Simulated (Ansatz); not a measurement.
# Ge16F: the cost of one run

Program: Ansatz 0.2.0. Level of theory: DFT PBE+D3(BJ), plane waves, PAW, scalar-relativistic, no spin polarisation. These are calculated values, not measurements.

## Step 1: The starting structure

The cell holds 17 atoms (FGe16): a = 8.004 Å, b = 8.004 Å, c = 8.004 Å, α = 60.00°, β = 60.00°, γ = 60.00°.

Coordinates:

```cif
data_structure
_symmetry_space_group_name_H-M 'P 1'
_symmetry_Int_Tables_number 1
_cell_length_a 8.0044
_cell_length_b 8.0044
_cell_length_c 8.0044
_cell_angle_alpha 60.000
_cell_angle_beta 60.000
_cell_angle_gamma 60.000
_cell_volume 362.64
loop_
_atom_site_label
_atom_site_type_symbol
_atom_site_fract_x
_atom_site_fract_y
_atom_site_fract_z
_atom_site_occupancy
Ge1 Ge 0.00000 0.00000 0.00000 1
Ge2 Ge 0.12500 0.12500 0.12500 1
Ge3 Ge 0.00000 0.00000 0.50000 1
Ge4 Ge 0.12500 0.12500 0.62500 1
Ge5 Ge 0.00000 0.50000 0.00000 1
Ge6 Ge 0.12500 0.62500 0.12500 1
Ge7 Ge 0.00000 0.50000 0.50000 1
Ge8 Ge 0.12500 0.62500 0.62500 1
Ge9 Ge 0.50000 0.00000 0.00000 1
Ge10 Ge 0.62500 0.12500 0.12500 1
Ge11 Ge 0.50000 0.00000 0.50000 1
Ge12 Ge 0.62500 0.12500 0.62500 1
Ge13 Ge 0.50000 0.50000 0.00000 1
Ge14 Ge 0.62500 0.62500 0.12500 1
Ge15 Ge 0.50000 0.50000 0.50000 1
Ge16 Ge 0.62500 0.62500 0.62500 1
F1 F 0.36787 0.37195 0.87862 1
```

## Step 2: Relaxing the start

The input, input.yaml:

```yaml
accuracy: low
crystal:
  lattice:
    - [0.0, 5.66, 5.66]
    - [5.66, 0.0, 5.66]
    - [5.66, 5.66, 0.0]
  atoms:
    - { symbol: Ge, position: [0.0, 0.0, 0.0] }
    - { symbol: Ge, position: [0.125, 0.125, 0.125] }
    - { symbol: Ge, position: [0.0, 0.0, 0.5] }
    - { symbol: Ge, position: [0.125, 0.125, 0.625] }
    - { symbol: Ge, position: [0.0, 0.5, 0.0] }
    - { symbol: Ge, position: [0.125, 0.625, 0.125] }
    - { symbol: Ge, position: [0.0, 0.5, 0.5] }
    - { symbol: Ge, position: [0.125, 0.625, 0.625] }
    - { symbol: Ge, position: [0.5, 0.0, 0.0] }
    - { symbol: Ge, position: [0.625, 0.125, 0.125] }
    - { symbol: Ge, position: [0.5, 0.0, 0.5] }
    - { symbol: Ge, position: [0.625, 0.125, 0.625] }
    - { symbol: Ge, position: [0.5, 0.5, 0.0] }
    - { symbol: Ge, position: [0.625, 0.625, 0.125] }
    - { symbol: Ge, position: [0.5, 0.5, 0.5] }
    - { symbol: Ge, position: [0.625, 0.625, 0.625] }
    - { symbol: F, position: [0.3678665, 0.3719481, 0.878616] }
basis:
  ecutwfc: 420.0
kpoints:
  mp_grid: { grid: [2, 2, 2] }
hamiltonian:
  xc: pbe
  dispersion: d3bj
  pseudopotentials: { kind: paw, azcp: { folder: soft_1 } }
scf:
  occupations: { method: fermi_dirac, width: 0.1 }
  lower_state_search: "off"
relax:
  f_tol: 0.08
  max_steps: 25
  adjacent_minimum: "off"
```

On the command line:

```sh
$ ansatz run input.yaml --threads 2 --pin off --max-ram 5120MiB --backend cpu --events-out ev --progress --plain --runs-dir out
```

What time and memory should one allow on 2 threads of Arm Neoverse V1, shared host?

About 25 s, with a peak of 0.99 GiB.
